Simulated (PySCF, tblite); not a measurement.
# C5H7NSSi: geometry, infrared bands and NMR shifts

What infrared bands and NMR shifts should C5H7NSSi (`S[SiH2]c1ccccn1`) show?

The runs use tblite 0.8.0 and PySCF 2.14.0, with density-fitted response routines of our own; the level of theory stands in each step. All values are computed, except where a source is named. Atoms are numbered from 0 throughout.

## Step 1: Starting geometry

15 atoms, charge 0, multiplicity 1; geometry from: force field or distance geometry start.

Bonds of the start (Å): S0–Si1 2.15, Si1–C2 1.81, C2–C3 1.38, C3–C4 1.38, C4–C5 1.40, C5–C6 1.40, C6–N7 1.37, N7–C2 1.36, S0–H8 1.39, Si1–H9 1.46, Si1–H10 1.48, C3–H11 1.11, C4–H12 1.10, C5–H13 1.07, C6–H14 1.08.

## Step 2: Relaxing the molecule with GFN2-xTB

What the job is given:

```
{"job": {"kind": "relax", "xc": "GFN2-xTB", "basis": "xTB"}, "charge": 0, "multiplicity": 1}
S      3.572300     0.790500     0.064800
Si     2.110100    -0.678100    -0.516700
C      0.394500    -0.145200    -0.302700
C     -0.555600    -1.101700    -0.004100
C     -1.887700    -0.787300     0.181300
C     -2.259300     0.555600     0.018300
C     -1.306300     1.531200    -0.295200
N     -0.001300     1.152400    -0.442200
H      3.019300     2.006900     0.437000
H      2.416300    -1.146000    -1.861000
H      2.343100    -1.837700     0.378600
H     -0.285900    -2.168300     0.129300
H     -2.638500    -1.545900     0.429500
H     -3.289700     0.831200     0.146900
H     -1.635600     2.550400    -0.397100
```

On the command line:

```sh
$ OMP_NUM_THREADS=1 python probes_run.py task.json out
```

The driver reads the jobs from task.json and runs them one after another.

**Question.** This job is followed by: GFN2-xTB harmonic vibrations, gas phase; GIAO PBE0/pcSseg-1 NMR shielding, non-relativistic, gas phase. Predict these results of the whole session: strongest single infrared mode (GFN2-xTB); zero-point energy (GFN2-xTB); 13C shifts against TMS (PBE0/pcSseg-1); 1H shifts against TMS (PBE0/pcSseg-1, means over atoms taken as alike); 33S shifts against CS2 (PBE0/pcSseg-1); 29Si shifts against TMS (PBE0/pcSseg-1); 15N shifts against NH3 (PBE0/pcSseg-1).

The runs gave:

| quantity | value |
| --- | --- |
| strongest single infrared mode (GFN2-xTB) | 2277 cm⁻¹, 346 km/mol |
| zero-point energy (GFN2-xTB) | 63.7 kcal/mol |
| 13C shifts against TMS (PBE0/pcSseg-1) | 160.1, 155.2, 140.7, 137.1, 129.1 ppm |
| 1H shifts against TMS (PBE0/pcSseg-1, means over atoms taken as alike) | 9.12, 7.97, 7.83, 7.48, 5.39, 3.31 ppm |
| 33S shifts against CS2 (PBE0/pcSseg-1) | -329 ppm |
| 29Si shifts against TMS (PBE0/pcSseg-1) | -37.2 ppm |
| 15N shifts against NH3 (PBE0/pcSseg-1) | 368.6 ppm |

In words: The optimisation took 110 steps and gained 0.577 eV; among the close pairs (by a distance rule), Si1–C2 changed most, from 1.809 to 1.892 Å. All 39 modes are real, so the xTB geometry is a minimum. The strongest single mode, at 2277 cm⁻¹, moves mainly H10 and H9. Unscaled tight-binding wavenumbers are off by several per cent, some by more. Its intensities can rank the bands wrongly. At PBE0/pcSseg-1: The largest span, 720 ppm, is at N7, where the paramagnetic term is -433 ppm. NICS(1)zz of -28 ppm above the planar ring from C2 marks a diatropic (aromatic) ring current.
